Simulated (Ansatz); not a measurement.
**H₄NO₂Si radical: small, medium and large basis sets**

An exercise on one series of results from a longer session: the logs are not shown, and one member is left open.

Program: Ansatz 0.2.0, Gaussian basis. Level of theory: one geometry, several basis sets. These are calculated values, not measurements.

Levels to be run: PBE0-D4/def2-SVP; ωB97M-V/def2-SVP; PBE0-D4/def2-QZVPP; ωB97M-V/def2-QZVPP; the functionals' def2-TZVPP values are taken from earlier runs.

## Structure used throughout

An earlier PBE0-D4 in a triple-zeta def2 set relaxation fixed the geometry.

SMILES `N[Si](O)O`, 8 atoms, charge 0, spin multiplicity 2.

Atoms are counted from 1 here; the program's logs count them from 0.

Bond lengths: N1–Si2 1.700 Å, N1–H5 1.006 Å, N1–H6 1.006 Å, Si2–O3 1.651 Å, Si2–O4 1.651 Å, O3–H7 0.958 Å, O4–H8 0.958 Å. Angles: Si2–N1–H5 120.9°, Si2–N1–H6 120.9°, H5–N1–H6 112.9°, N1–Si2–O3 104.3°, N1–Si2–O4 104.3°, O3–Si2–O4 116.1°, Si2–O3–H7 115.7°, Si2–O4–H8 115.7°.

Set-up of the first run:

in.yaml reads:

```yaml
crystal:
  periodic: [false, false, false]
  atoms:
    - {symbol: N, position_ang: [-0.497988, 1.267001, 0.129323]}
    - {symbol: Si, position_ang: [0.096003, -0.243642, -0.376010]}
    - {symbol: O, position_ang: [1.641629, -0.288270, 0.202587]}
    - {symbol: O, position_ang: [-0.956478, -1.334688, 0.277860]}
    - {symbol: H, position_ang: [0.071205, 2.094005, 0.065113]}
    - {symbol: H, position_ang: [-1.483642, 1.467442, 0.110502]}
    - {symbol: H, position_ang: [2.250895, -0.848017, -0.280890]}
    - {symbol: H, position_ang: [-1.029425, -2.171029, -0.184186]}
basis:
  gaussian: {orbitals: def2-SVP}
magnetization: {spin_polarized: true, initial_magnetization: 1}
hamiltonian: {xc: pbe0, dispersion: d4}
output: {orbitals: {seedname: orbitals}}
```

Command:

```
$ ansatz run in.yaml --threads 4 --pin off --events-out ev --progress --plain --max-ram 10444MiB
```

Among the steps run: PBE0-D4 in def2-SVP; ωB97M-V in def2-SVP; PBE0-D4 in def2-QZVPP; ωB97M-V in def2-QZVPP.

One table of the session follows, with a row left open; its other results are not shown here.

It belongs to the step «Density functionals: the series». 

```
functional       basis  HOMO (eV)  LUMO (eV)
   PBE0-D4    def2-SVP      -5.07      -1.34
   PBE0-D4  def2-TZVPP      -5.33      -1.52
   PBE0-D4  def2-QZVPP          ?          ?
   ωB97M-V    def2-SVP      -6.87       0.27
   ωB97M-V  def2-TZVPP      -7.14      -0.03
   ωB97M-V  def2-QZVPP      -7.24      -0.24
```

Estimate the missing values for PBE0-D4, def2-QZVPP.

The run gave: HOMO (eV): -5.42; LUMO (eV): -1.67. In the column «HOMO (eV)» it lies between ωB97M-V, def2-SVP (-6.87) and PBE0-D4, def2-TZVPP (-5.33).
